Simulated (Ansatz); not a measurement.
# C2H8AlNO: the cost of one run

All numbers below are computed with Ansatz 0.2.0 (RKS PBE/def2-mTZVP).

## Step 1: The structure to begin with

Bond lengths: N1–C2 1.437 Å, C2–Al3 1.970 Å, Al3–C4 1.991 Å, C4–O5 1.364 Å, N1–H6 1.120 Å, N1–H7 1.025 Å, C2–H8 1.069 Å, C2–H9 1.074 Å, Al3–H10 1.642 Å, C4–H11 1.118 Å, C4–H12 1.153 Å, O5–H13 0.945 Å. Angles (14 of 19 angles, heavy atoms first): N1–C2–Al3 108.2°, C2–Al3–C4 123.3°, Al3–C4–O5 113.8°, N1–C2–H8 110.7°, N1–C2–H9 110.0°, Al3–C2–H8 108.6°, Al3–C2–H9 108.6°, C2–N1–H6 105.9°, C2–N1–H7 111.9°, C2–Al3–H10 119.8°, C4–Al3–H10 116.9°, Al3–C4–H11 110.1°, Al3–C4–H12 103.8°, O5–C4–H11 115.8°.

As a file:

```xyz
13

N    -0.8625    2.1347    1.0843
C    -1.1127    0.9562    0.3006
Al    0.5691   -0.0613    0.1649
C     0.7354   -1.7718   -0.8407
O     1.5665   -1.6962   -1.9200
H    -1.8024    2.7410    1.0348
H    -0.7413    1.9144    2.0777
H    -1.8479    0.3396    0.7708
H    -1.4260    1.2330   -0.6882
H     1.9218    0.4946    0.9116
H     0.9306   -2.6160   -0.1344
H    -0.3342   -1.9723   -1.2227
H     2.4240   -1.7306   -1.5238
```

## Step 2: End point A

The input, input.yaml:

```yaml
crystal:
  periodic: [false, false, false]
  atoms:
    - { symbol: "N", position_ang: [-0.8625, 2.1347, 1.0843] }
    - { symbol: C, position_ang: [-1.1127, 0.9562, 0.3006] }
    - { symbol: Al, position_ang: [0.5691, -0.0613, 0.1649] }
    - { symbol: C, position_ang: [0.7354, -1.7718, -0.8407] }
    - { symbol: O, position_ang: [1.5665, -1.6962, -1.92] }
    - { symbol: H, position_ang: [-1.8024, 2.741, 1.0348] }
    - { symbol: H, position_ang: [-0.7413, 1.9144, 2.0777] }
    - { symbol: H, position_ang: [-1.8479, 0.3396, 0.7708] }
    - { symbol: H, position_ang: [-1.426, 1.233, -0.6882] }
    - { symbol: H, position_ang: [1.9218, 0.4946, 0.9116] }
    - { symbol: H, position_ang: [0.9306, -2.616, -0.1344] }
    - { symbol: H, position_ang: [-0.3342, -1.9723, -1.2227] }
    - { symbol: H, position_ang: [2.424, -1.7306, -1.5238] }
basis:
  gaussian: { orbitals: def2-mTZVP }
hamiltonian:
  xc: pbe
relax:
  f_tol: 0.015
  max_steps: 40
```

Started as:

```sh
> ansatz run input.yaml --threads 2 --pin off --max-ram 3072MiB --backend cpu --events-out ev --progress --plain --runs-dir out
```

**Question.** How long does this run take on 2 threads of Arm Neoverse V2, shared host, and how much memory does it need?

About 46 s, with a peak of 0.17 GiB.
